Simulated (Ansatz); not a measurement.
# Tl: an axial (c/a) deformation path

An exercise on one series of results from a longer session: the logs are not shown, and one member is left open.

Method: DFT PBE, scalar-relativistic, plane waves, PAW, in Ansatz 0.2.0.

### The system as given

The structure is hexagonal, space group P6_3/mmc (No. 194). The conventional cell has a = 3.456 Å, b = 3.456 Å, c = 5.525 Å, α = 90.00°, β = 90.00°, γ = 120.00°. Around Tl (site symmetry -6m2) lie 12 Tl at 3.41 to 3.46 Å.

Structure file:

```cif
data_structure
_symmetry_space_group_name_H-M 'P6_3/mmc'
_symmetry_Int_Tables_number 194
_cell_length_a 3.4560
_cell_length_b 3.4560
_cell_length_c 5.5250
_cell_angle_alpha 90.000
_cell_angle_beta 90.000
_cell_angle_gamma 120.000
_cell_volume 57.15
loop_
_atom_site_label
_atom_site_type_symbol
_atom_site_symmetry_multiplicity
_atom_site_Wyckoff_symbol
_atom_site_fract_x
_atom_site_fract_y
_atom_site_fract_z
_atom_site_occupancy
Tl1 Tl 2 c 0.33333 0.66667 0.25000 1
```

No relaxation comes first: the listed cell is the starting point.

### The reference cell

Reference values: F = -22888.2581 eV; pressure 3.23 GPa; largest force 0.000 eV/Å; gap on the mesh none (metal). It was computed beforehand with the settings of the runs below.

The first run:

At fixed volume and fractional coordinates, lengths along (0.000, 0.000, 1.000) are scaled against those across it; ρ is that ratio over its starting value.

input.yaml

```yaml
crystal:
  lattice:
    - [3.6483840805, 0.0, 0.0]
    - [-1.8241920403, 3.1595932965, 0.0]
    - [0.0, 0.0, 4.9576770503]
  atoms:
    - { symbol: Tl, position: [0.3333333333, 0.6666666667, 0.25] }
    - { symbol: Tl, position: [0.6666666667, 0.3333333333, 0.75] }
basis:
  ecutwfc: 420
kpoints:
  mp_grid: { grid: [18, 18, 10] }
hamiltonian:
  xc: pbe
scf:
  occupations: { method: gaussian, width: 0.15 }
output:
  forces: true
  stress: true
  eigenvalues: true
```

Launch:

```
$ ansatz run input.yaml --threads 1 --pin off --max-ram 2560MiB --backend cpu --events-out ev --progress --plain --runs-dir out
```

Among the steps run: ρ = 0.850; ρ = 1.200; ρ = 0.920; ρ = 1.100; ρ = 0.960; ρ = 1.050; Point ρ = 0.800; Point ρ = 1.300.

One of the session's tables, all rows but one given; the rest of the session is left out.

```
    ρ  ΔE (meV/atom)  pressure (GPa)
0.800           64.3             4.6
0.850           37.7             4.1
0.920           13.0             3.6
0.960            3.4             3.4
1.000            0.0             3.2
1.050            5.7             3.2
1.100           17.4             3.3
1.200              ?               ?
1.300          138.1             5.7
```

Estimate the missing values for ρ = 1.200.

Worked estimate for «ΔE (meV/atom)». A straight line through the neighbours (1.100, 17.4) and (1.300, 138.1) gives 17.4 + (138.1 − 17.4) × (1.200 − 1.100) / (1.300 − 1.100) = 77.7; a parabola fitted to 3 rows on both sides gives 63.0.

**Answer.** ΔE (meV/atom): 64.3; pressure (GPa): 4.2. In «ΔE (meV/atom)» the line misses by +13.4 and the parabola by -1.3.
